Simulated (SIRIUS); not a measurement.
The system is GaF.

```
Ga F
1.0
     3.16592    0.00000    0.00000
     0.00000    3.16592    0.00000
     0.00000    0.00000    3.16592
Ga F
1 1
Direct
  0.00000 0.00000 0.00000
  0.50000 0.50000 0.50000
```

The cell was built by a generator and needn't be a form met in nature.

- Program: SIRIUS 7.12.0
- Task: single point
- Functional: PBE
- Potentials or basis: all-electron FP-LAPW
- Cutoff: 273 eV
- Basis: apw+lo standard
- k mesh: 8 × 8 × 8
- Occupations: fermi-dirac, width 0.05 eV
- Spin: no spin polarisation

On this cell: largest force zero by symmetry; band gap on the k mesh 0.33 eV, indirect (least direct gap 1.13 eV).

The same run follows on a disturbed copy (atoms moved at random):

```
CELL_PARAMETERS angstrom
3.16592 0.00000 0.00000
0.00000 3.16592 0.00000
0.00000 0.00000 3.16592
ATOMIC_POSITIONS crystal
Ga 0.99873 0.00575 0.00077
F 0.48284 0.48641 0.49459
```

Task: What does the disturbed cell give?

Result: The energy moves by -1.7 meV/atom; largest force 0.085 eV/Å; band gap on the k mesh 0.34 eV, indirect (least direct gap 1.14 eV).

Forces in eV/Å, atoms in the order of the input:
```
Ga   0.051  0.061  0.020
F   -0.053 -0.064 -0.021
```

The energy falls, though the first cell shows no forces: that form is unstable against this distortion, unless noise or another electronic state is at work.

A k mesh can miss the band edges.
